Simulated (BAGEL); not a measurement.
# GaHSF2 (SMILES [F][Ga]([F])[SH]) at HF/STO-3G (density fitting with qzvpp-jkfit)

What is the energy change on altering one bond length of GaHSF2 at HF/STO-3G (density fitting with qzvpp-jkfit)? 

The calculation is run with BAGEL 1.2.2.

1 further run of the same task is left out (it didn't finish). Runs told in other sessions of the task aren't counted.

## (1) The structure to begin with

GaHSF2: 5 atoms, total charge 0, spin state singlet. As SMILES, `[F][Ga]([F])[SH]`. The coordinates come from a PBE0-D4/def2-TZVP relaxation.

Bond lengths: F1–Ga2 1.736 Å, Ga2–F3 1.739 Å, Ga2–S4 2.163 Å, S4–H5 1.345 Å. Angles: F1–Ga2–F3 115.1°, F1–Ga2–S4 122.4°, F3–Ga2–S4 122.5°, Ga2–S4–H5 91.6°.

## (2) A single-point energy at HF/STO-3G (density fitting with qzvpp-jkfit)

The input, job.json:

```json
{ "bagel" : [

{
  "title" : "molecule",
  "basis" : "sto-3g",
  "df_basis" : "qzvpp-jkfit",
  "angstrom" : true,
  "geometry" : [
    { "atom" : "F", "xyz" : [   -0.326400,   -1.486100,    1.658600 ] },
    { "atom" : "Ga", "xyz" : [    0.142700,   -0.389000,    0.397700 ] },
    { "atom" : "F", "xyz" : [    1.855700,   -0.271200,    0.121400 ] },
    { "atom" : "S", "xyz" : [   -1.298500,    0.749200,   -0.745600 ] },
    { "atom" : "H", "xyz" : [   -0.323600,    1.323500,   -1.473600 ] }
  ]
},
{ "title" : "hf" },
{ "title" : "print", "file" : "orbitals.molden", "orbitals" : true }

]}
```

On the command line:

```bash
$ BAGEL_NUM_THREADS=1 BAGEL job.json > job.out
```

Output:

```text
* using 1 threads per process

  ===============================================================
  ===============================================================

  *** Geometry ***

  { "atom" : "F", "xyz" : [     -0.616807,     -2.808322,      3.134300 ] },
  { "atom" : "Ga", "xyz" : [      0.269664,     -0.735103,      0.751544 ] },
  { "atom" : "F", "xyz" : [      3.506765,     -0.512494,      0.229413 ] },
  { "atom" : "S", "xyz" : [     -2.453809,      1.415783,     -1.408980 ] },
  { "atom" : "H", "xyz" : [     -0.611515,      2.501053,     -2.784700 ] },

  Number of auxiliary basis functions:      566

  Since a DF basis is specified, we compute 2- and 3-index integrals:
    o Being stored without compression. Storage requirement is 0.007 GB

  Number of basis functions:       38
  Number of electrons      :       66

    * METHOD: MOLECULE                             0.21

  *** RHF ***

  === Nuclear Repulsion ===
   365.6878300203

      * DIIS with orbital gradients will be used.

  === RHF iteration (sto-3g) ===
      0      -2490.62546986          0.01408414           0.04
      1      -2490.74612175          0.00388079           0.04
      2      -2490.75466400          0.00093855           0.04
      3      -2490.75571862          0.00029427           0.04
      4      -2490.75585716          0.00011809           0.04
      5      -2490.75588199          0.00004123           0.04
      6      -2490.75588554          0.00001788           0.04
      7      -2490.75588627          0.00000664           0.04
      8      -2490.75588637          0.00000250           0.04
      9      -2490.75588638          0.00000111           0.04
     10      -2490.75588639          0.00000044           0.04
     11      -2490.75588639          0.00000015           0.04
     12      -2490.75588639          0.00000005           0.04
     13      -2490.75588639          0.00000002           0.04
     14      -2490.75588639          0.00000001           0.04
     15      -2490.75588639          0.00000001           0.04
    * SCF iteration converged.

    * Permanent dipole moment:
           (    0.007585,    -0.288525,     0.322045) a.u.

    * METHOD: HF                                   0.70

    * METHOD: PRINT                                0.00

  ===============================================================
```

Wall time 1.1 s (1 thread of Arm Neoverse V2, shared host).

## (3) The distorted shape

The input, input.json:

```json
{ "bagel" : [

{
  "title" : "molecule",
  "basis" : "sto-3g",
  "df_basis" : "qzvpp-jkfit",
  "angstrom" : "true",
  "geometry" : [
    { "atom" : "F", "xyz" : [   -0.583346,   -1.503770,    1.700044 ] },
    { "atom" : "Ga", "xyz" : [   -0.114246,   -0.406670,    0.439144 ] },
    { "atom" : "F", "xyz" : [    1.855700,   -0.271200,    0.121400 ] },
    { "atom" : "S", "xyz" : [   -1.555446,    0.731530,   -0.704156 ] },
    { "atom" : "H", "xyz" : [   -0.580546,    1.305830,   -1.432156 ] }
  ]
},
{ "title" : "hf" },
{ "title" : "print", "file" : "orbitals.molden", "orbitals" : "true" }

]}
```

On the command line:

```bash
$ BAGEL_NUM_THREADS=1 BAGEL input.json > input.out
```

Output:

```text
* using 1 threads per process

  ===============================================================
  ===============================================================

  *** Geometry ***

  { "atom" : "F", "xyz" : [     -1.102364,     -2.841713,      3.212618 ] },
  { "atom" : "Ga", "xyz" : [     -0.215894,     -0.768495,      0.829862 ] },
  { "atom" : "F", "xyz" : [      3.506765,     -0.512494,      0.229413 ] },
  { "atom" : "S", "xyz" : [     -2.939367,      1.382391,     -1.330662 ] },
  { "atom" : "H", "xyz" : [     -1.097073,      2.467661,     -2.706383 ] },

  Number of auxiliary basis functions:      566

  Since a DF basis is specified, we compute 2- and 3-index integrals:
    o Being stored without compression. Storage requirement is 0.007 GB

  Number of basis functions:       38
  Number of electrons      :       66

    * METHOD: MOLECULE                             0.21

  *** RHF ***

  === Nuclear Repulsion ===
   352.1478323080

      * DIIS with orbital gradients will be used.

  === RHF iteration (sto-3g) ===
      0      -2490.54279154          0.01577608           0.04
      1      -2490.69448312          0.00593034           0.04
      2      -2490.71318725          0.00138197           0.04
      3      -2490.71561206          0.00049197           0.04
      4      -2490.71595335          0.00021341           0.04
      5      -2490.71603698          0.00007800           0.04
      6      -2490.71604934          0.00004150           0.04
      7      -2490.71605384          0.00001693           0.04
      8      -2490.71605462          0.00000768           0.04
      9      -2490.71605477          0.00000408           0.04
     10      -2490.71605481          0.00000162           0.04
     11      -2490.71605482          0.00000075           0.04
     12      -2490.71605482          0.00000037           0.04
     13      -2490.71605482          0.00000018           0.04
     14      -2490.71605482          0.00000008           0.04
     15      -2490.71605482          0.00000003           0.04
     16      -2490.71605482          0.00000002           0.04
     17      -2490.71605482          0.00000001           0.04
     18      -2490.71605482          0.00000001           0.04
    * SCF iteration converged.

    * Permanent dipole moment:
           (    0.167907,    -0.300257,     0.321560) a.u.

    * METHOD: HF                                   0.83

    * METHOD: PRINT                                0.00

  ===============================================================
```

Wall time 1.2 s (1 thread of Arm Neoverse V2, shared host).

## (4) What came out

Level: HF/STO-3G (density fitting with qzvpp-jkfit).

| quantity | value |
| --- | --- |
| first shape: total energy | -2490.75589 Eh |
| first shape: dipole moment | 1.10 D |
| first shape: HOMO energy | -7.79 eV |
| first shape: LUMO energy | 5.83 eV |
| first shape: HOMO–LUMO gap | 13.62 eV |
| distorted shape: total energy | -2490.71605 Eh |
| distorted shape: dipole moment | 1.20 D |
| distorted shape: HOMO energy | -7.63 eV |
| distorted shape: LUMO energy | 5.40 eV |
| distorted shape: HOMO–LUMO gap | 13.03 eV |
| energy change with the Ga2–F3 bond stretched from 1.739 to 2.000 Å | 1.084 eV |

In words: With the Ga2–F3 bond stretched from 1.739 to 2.000 Å the energy rises by 1.08 eV (105 kJ/mol). The first shape isn't relaxed at this level, so the change isn't measured from a minimum. The minimal basis adds a large error of its own.
